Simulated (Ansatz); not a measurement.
# CH₅NOSi₂: one species, many methods

An exercise on one series of results from a longer session: the logs are not shown, and one member is left open.

Method: functionals in def2-TZVPP, the program's frozen cores in correlated methods; program: Ansatz 0.2.0, Gaussian basis.

The runs, in order: PBE-D4, r2SCAN-D4, PBE0-D4, B3LYP-D4, ωB97X-V, ωB97M-V, B2PLYP; CCSD(T)/def2-TZVPP; MP2/def2-QZVPP; extrapolation to the limit.

### The relaxed structure

All runs share one geometry, relaxed beforehand with PBE0-D4 in a triple-zeta def2 set.

10 atoms, charge 0, spin multiplicity 1.

Atoms are counted from 1 here; the program's logs count them from 0.

Bond lengths: C1–N2 1.275 Å, C1–Si5 1.912 Å, C1–H6 1.098 Å, N2–Si3 1.760 Å, Si3–O4 1.659 Å, Si3–H7 1.481 Å, Si3–H8 1.481 Å, O4–Si5 1.652 Å, Si5–H9 1.485 Å, Si5–H10 1.485 Å. Angles: N2–C1–Si5 114.8°, N2–C1–H6 118.8°, Si5–C1–H6 126.4°, C1–N2–Si3 112.8°, N2–Si3–O4 102.9°, N2–Si3–H7 110.3°, N2–Si3–H8 110.3°, O4–Si3–H7 111.1°, O4–Si3–H8 111.1°, H7–Si3–H8 110.8°, Si3–O4–Si5 113.0°, C1–Si5–O4 96.4°, C1–Si5–H9 113.6°, C1–Si5–H10 113.6°, O4–Si5–H9 111.6°, O4–Si5–H10 111.6°, H9–Si5–H10 109.5°.

Geometry (Å):

```
C    -0.12919    0.49019    1.25841
N    -0.16127   -0.78451    1.26683
Si    0.01264   -1.48247   -0.34001
O     0.16037   -0.14635   -1.31150
Si    0.09556    1.27412   -0.47136
H    -0.22908    1.02888    2.20978
H     1.22783   -2.32598   -0.40543
H    -1.19224   -2.26747   -0.69288
H    -1.05424    2.11090   -0.89842
H     1.35272    2.05148   -0.61231
```

The first run:

in.yaml

```yaml
crystal:
  periodic: [false, false, false]
  atoms:
    - {symbol: C, position_ang: [-0.129192, 0.490189, 1.258409]}
    - {symbol: N, position_ang: [-0.161273, -0.784512, 1.266826]}
    - {symbol: Si, position_ang: [0.012638, -1.482470, -0.340010]}
    - {symbol: O, position_ang: [0.160368, -0.146346, -1.311505]}
    - {symbol: Si, position_ang: [0.095556, 1.274125, -0.471363]}
    - {symbol: H, position_ang: [-0.229075, 1.028878, 2.209780]}
    - {symbol: H, position_ang: [1.227832, -2.325983, -0.405426]}
    - {symbol: H, position_ang: [-1.192243, -2.267467, -0.692879]}
    - {symbol: H, position_ang: [-1.054237, 2.110904, -0.898424]}
    - {symbol: H, position_ang: [1.352724, 2.051482, -0.612309]}
basis:
  gaussian: {orbitals: def2-TZVPP}
hamiltonian: {xc: pbe, dispersion: d4}
output: {forces: true, orbitals: {seedname: orbitals}}
```

Launch:

```bash
ansatz run in.yaml --threads 4 --pin off --events-out ev --progress --plain --max-ram 10444MiB
```

Steps of the session up to this table: PBE-D4 (GGA); r2SCAN-D4 (meta-GGA); PBE0-D4 (hybrid); B3LYP-D4 (hybrid); ωB97X-V (range-separated); ωB97M-V (range-separated); B2PLYP (double hybrid); CCSD(T) in def2-TZVPP; MP2 in def2-QZVPP.

One table of the session follows, with a row left open; its other results are not shown here.

```
            method  atomisation energy (kcal/mol)
            PBE-D4                          921.1
         r2SCAN-D4                          908.6
           PBE0-D4                          903.3
          B3LYP-D4                          908.9
           ωB97X-V                          916.2
           ωB97M-V                          913.5
            B2PLYP                          899.4
     HF/def2-TZVPP                          647.2
    MP2/def2-TZVPP                              ?
   CCSD/def2-TZVPP                          866.5
CCSD(T)/def2-TZVPP                          882.1
           MP2/CBS                          928.9
       CCSD(T)/CBS                          911.2
```

Q: Estimate the row for MP2/def2-TZVPP from the others.

The run gave: atomisation energy (kcal/mol): 899.7. In the column «atomisation energy (kcal/mol)» it lies between B2PLYP (899.4) and PBE0-D4 (903.3).

Limits of these values: Free atoms (1 C, 1 N, 2 Si, 1 O, 5 H) were run apart at each level; the atomisation energy is their sum less the molecule, without zero-point or spin-orbit terms.
